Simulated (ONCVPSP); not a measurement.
**Ga: generating and testing an ONCV potential**

Do these settings give a usable potential? It is generated, then checked for transferability, scattering, ghosts and hardness.

The numbers are computed with ONCVPSP 4.0.1.1 (patched build) (PBE, scalar-relativistic, spin-unpolarised reference atom).

### Step 1. Settings

The settings as typed:

```
element                 : gallium (Ga, Z = 31)
type                    : optimised norm-conserving Vanderbilt (ONCV)
frozen core             : [Ar]
valence charge          : 13
reference configuration : 3d10 4s1 (charge +2)
partial waves           : 4s: rc 1.95 bohr, ncon 4, nbas 8, qcut 2.8 1/bohr, 2 projectors, debl 1.2 Ha; p scattering state at 0.06 Ha: rc 1.55 bohr, ncon 4, nbas 8, qcut 5.1 1/bohr, 3 projectors, debl 3.7 Ha; 3d: rc 1.05 bohr, ncon 4, nbas 9, qcut 17.1 1/bohr, 2 projectors, debl 0.7 Ha
local potential         : polynomial inside 0.95 bohr (lpopt 5, dvloc0 0 Ha)
core correction         : Teter function, fcfact 4, rcfact 1.15
```

An earlier all-electron run gives the scale for the radii.

All-electron outer shells of the reference configuration (PBE, scalar-relativistic, ld1.x):

```tsv
shell	level (eV)	outermost node (bohr)	outermost maximum (bohr)
3p	-119.20	0.24	0.56
3d	-39.36	–	0.53
4s	-26.07	0.80	1.78
4p	-17.74	0.86	2.12
```

### Step 2. The generation run

File Ga.dat:

```
# ATOM AND REFERENCE CONFIGURATION
# atsym  z   nc   nv     iexc    psfile
  Ga 31.00    5    2        4      upf
#
#   n    l    f
    1    0    2.00
    2    0    2.00
    2    1    6.00
    3    0    2.00
    3    1    6.00
    3    2   10.00
    4    0    1.00
#
# PSEUDOPOTENTIAL AND OPTIMIZATION
# lmax
    2
#
#   l,   rc,      ep,       ncon, nbas, qcut
    0    1.95    0.00    4    8    2.80
    1    1.55    0.06    4    8    5.10
    2    1.05    0.00    4    9   17.10
#
# LOCAL POTENTIAL
# lloc, lpopt,  rc(5),   dvloc0
    4    5    0.95    0.00
#
# VANDERBILT-KLEINMAN-BYLANDER PROJECTORs
# l, nproj, debl
    0    2    1.20
    1    3    3.70
    2    2    0.70
#
# MODEL CORE CHARGE
# icmod, fcfact, rcfact
    3    4.00    1.15
#
# LOG DERIVATIVE ANALYSIS
# epsh1, epsh2, depsh
   -3.00    5.00    0.02
#
# OUTPUT GRID
# rlmax, drl
    6.00    0.01
#
# TEST CONFIGURATIONS
# ncnf
    4
# nvcnf
#   n    l    f
    3
    3    2   10.00
    4    0    2.00
    4    1    1.00
#
    2
    3    2   10.00
    4    0    2.00
#
    2
    3    2   10.00
    4    0    0.00
#
    3
    3    2    9.00
    4    0    2.00
    4    1    1.00
#
```

The run is started by

```bash
$ oncvpsp.x < Ga.dat > Ga.out
```

Before running it: what results should come out? Wanted: cutoffs for 1 and 0.1 mHa per electron, occupied waves; bound ghosts; GHOST(+) flags; largest test error; largest phase difference near zero energy, channels read; rms error of d²Exc/dn², without and with the model core; projector energies reset by the program.

The runs gave:

| quantity | value |
| --- | --- |
| cutoffs for 1 and 0.1 mHa per electron, occupied waves | 105 Ha and 118 Ha |
| bound ghosts | s at -45.52 eV, p at -78.83 eV |
| GHOST(+) flags | p at 2089 eV |
| largest test error (AE − PS) | +33 meV, for 3d10 4s0 (2 tests unsolved) |
| largest phase difference near zero energy, channels read | 0.001 rad |
| rms error of d²Exc/dn², without and with the model core | 9.46 and 5.14 mHa |
| projector energies reset by the program | p: 0.050, 3.750, 7.450 Ha; d: -1.446, 0.250 Ha |

In words: A bound ghost (s, p) makes it unfit for use: electrons can fall into a state that the atom doesn't have. By total energies transferability is fair where solved: the largest error is 33 meV on 31.3 eV, for 3d10 4s0. Of the tests 2 gave no usable energy difference, which is a warning in itself. By its cutoff, 105 Ha for the looser tolerance, it is very hard. At the looser tolerance the 3d wave is the slowest; 4s needs 35 Ha. Near zero energy the phases of the channels with partial waves agree within 0.001 rad. The pseudo curves have poles with no partner nearby in the atom's: s at -1.67 Ha, p at -2.90 Ha, p at -2.86 Ha. The program also flags highly localised states, GHOST(+) (p). All of this concerns the isolated atom, not yet a solid.
